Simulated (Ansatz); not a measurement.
**CH8BN (SMILES [BH3-][NH2+]C) at BLYP/cc-pVDZ**

Aim: the electronic atomisation energy of CH8BN at BLYP/cc-pVDZ, from 5 runs. 

The results are computed with Ansatz 0.2.0.

64 further runs of the same task are left out: 2 that didn't finish, 62 set aside as unsound or not needed.

### 1 Starting point

CH8BN has 11 atoms, charge 0, and is taken as a singlet. SMILES: `[BH3-][NH2+]C`. Geometry: relaxed at PBE0-D4/def2-TZVP.

Bond lengths: B1–N2 1.626 Å, N2–C3 1.469 Å, B1–H4 1.214 Å, B1–H5 1.214 Å, B1–H6 1.214 Å, N2–H7 1.016 Å, N2–H8 1.016 Å, C3–H9 1.089 Å, C3–H10 1.089 Å, C3–H11 1.092 Å. Some angles: B1–N2–C3 114.0°, B1–N2–H7 108.2°, B1–N2–H8 108.2°, C3–N2–H7 109.9°, C3–N2–H8 109.9°, N2–B1–H4 105.5°, N2–B1–H5 105.4°, N2–B1–H6 105.4°, N2–C3–H9 108.2°, N2–C3–H10 108.2°.

### 2 The energy at BLYP/cc-pVDZ

File input.yaml:

```yaml
crystal:
  periodic: [false, false, false]
  atoms:
    - {symbol: B, position_ang: [-0.828400, 1.032000, -0.205100]}
    - {symbol: "N", position_ang: [-0.349500, -0.497500, 0.070800]}
    - {symbol: C, position_ang: [1.107800, -0.661100, 0.155200]}
    - {symbol: H, position_ang: [-2.040900, 0.991000, -0.245400]}
    - {symbol: H, position_ang: [-0.325100, 1.341700, -1.265700]}
    - {symbol: H, position_ang: [-0.402900, 1.677500, 0.731200]}
    - {symbol: H, position_ang: [-0.783500, -0.815200, 0.932300]}
    - {symbol: H, position_ang: [-0.721000, -1.084700, -0.669900]}
    - {symbol: H, position_ang: [1.475700, -0.024100, 0.957600]}
    - {symbol: H, position_ang: [1.543500, -0.317100, -0.781300]}
    - {symbol: H, position_ang: [1.389800, -1.699400, 0.341100]}
basis:
  gaussian:
    orbitals: cc-pVDZ
total_charge: 0
hamiltonian:
  xc: {name: BLYP}
accuracy: high
output: {orbitals: {seedname: orbitals}}
```

Run with:

```
ansatz run input.yaml --threads 1 --pin off --max-ram 3480MiB --events-out events.jsonl --progress --plain --runs-dir runs
```

The program printed:

```text
Warning: RAYON_NUM_THREADS=1 ignored (pool sized by the plan → 1); use --threads N
Functional definition: BLYP
  name "BLYP"
  parameter beta = 0.0042
  parameter a = 0.04918
  parameter b = 0.132
  parameter c = 0.2533
  parameter d = 0.349
  exchange = b88_x(beta = beta)
  correlation = lyp_c(a = a, b = b, c = c, d = d)
2051 factors; integrals over basis functions are off by at most 3.4e-9 eV
mean field evaluation 1: about -3322.9375 eV, gradient 5.6e1 eV
mean field evaluation 2: about -3312.8136 eV, gradient 8.6e1 eV
mean field evaluation 4: about -3331.4766 eV, gradient 4.3e0 eV
mean field evaluation 8: about -3331.5127 eV, gradient 4.9e-2 eV
mean field evaluation 16: about -3331.5127 eV, gradient 5.2e-7 eV
mean field -3331.51269390 eV, -122.4308333204 hartree, gradient 6.8e-8 eV, S^2 0.000000; 0 other end points of the search recorded, 0 dependent functions left out
reference -3331.51274812 eV, -122.4308353130 hartree; 13, 13 occupied and 69, 69 virtual orbitals, 2051 factors
Total energy: -3331.51274812 eV, -122.4308353130 hartree
```

Run time: 5.1 s. Hardware: 1 thread of Arm Neoverse V2, shared host; peak memory 0.22 GiB.

### 3 The B atom

File run.yaml:

```yaml
crystal:
  periodic: [false, false, false]
  atoms:
    - {symbol: B, position_ang: [0.000000, 0.000000, 0.000000]}
basis:
  gaussian:
    orbitals: cc-pVDZ
total_charge: 0
magnetization:
  spin_polarized: true
  initial_magnetization: 1
hamiltonian:
  xc: {name: BLYP}
accuracy: high
```

Run the same way, it converges to -24.64777 Eh (log not shown).

### 4 The C atom, same level

File input.yaml:

```yaml
crystal:
  periodic: [false, false, false]
  atoms:
    - {symbol: C, position_ang: [0.000000, 0.000000, 0.000000]}
basis:
  gaussian: {orbitals: cc-pVDZ}
magnetization: {spin_polarized: true, initial_magnetization: 2}
hamiltonian: {xc: {name: BLYP}}
accuracy: high
```

Run the same way, it converges to -37.83784 Eh (log not shown).

### 5 The H atom, same level

File run.yaml:

```yaml
crystal:
  periodic: [false, false, false]
  atoms:
    - {symbol: H, position_ang: [0.000000, 0.000000, 0.000000]}
basis:
  gaussian: {orbitals: cc-pVDZ}
magnetization: {spin_polarized: true, initial_magnetization: 1}
hamiltonian: {xc: {name: BLYP}}
accuracy: high
```

Run the same way, it converges to -0.49640 Eh (log not shown).

### 6 The N atom

File input.yaml:

```yaml
crystal:
  periodic: [false, false, false]
  atoms:
    - {symbol: N, position_ang: [0.000000, 0.000000, 0.000000]}
basis:
  gaussian: {orbitals: cc-pVDZ}
magnetization: {spin_polarized: true, initial_magnetization: 3}
hamiltonian: {xc: {name: BLYP}}
accuracy: high
```

Run the same way, it converges to -54.57257 Eh (log not shown).

### 7 What came out

Level: BLYP/cc-pVDZ.

| quantity | value |
| --- | --- |
| molecule: total energy | -122.43084 Eh |
| molecule: HOMO energy | -6.07 eV |
| molecule: LUMO energy | -0.10 eV |
| molecule: HOMO–LUMO gap | 5.97 eV |
| B atom: total energy | -24.64777 Eh |
| B atom: ⟨S²⟩ | 0.752 |
| C atom: total energy | -37.83784 Eh |
| C atom: ⟨S²⟩ | 2.002 |
| H atom: total energy | -0.49640 Eh |
| H atom: ⟨S²⟩ | 0.750 |
| N atom: total energy | -54.57257 Eh |
| N atom: ⟨S²⟩ | 3.752 |
| electronic atomisation energy | 38.135 eV |

What this shows: Taking the molecule apart into free atoms costs 38.13 eV (879 kcal/mol), before zero-point energy and without spin-orbit coupling.
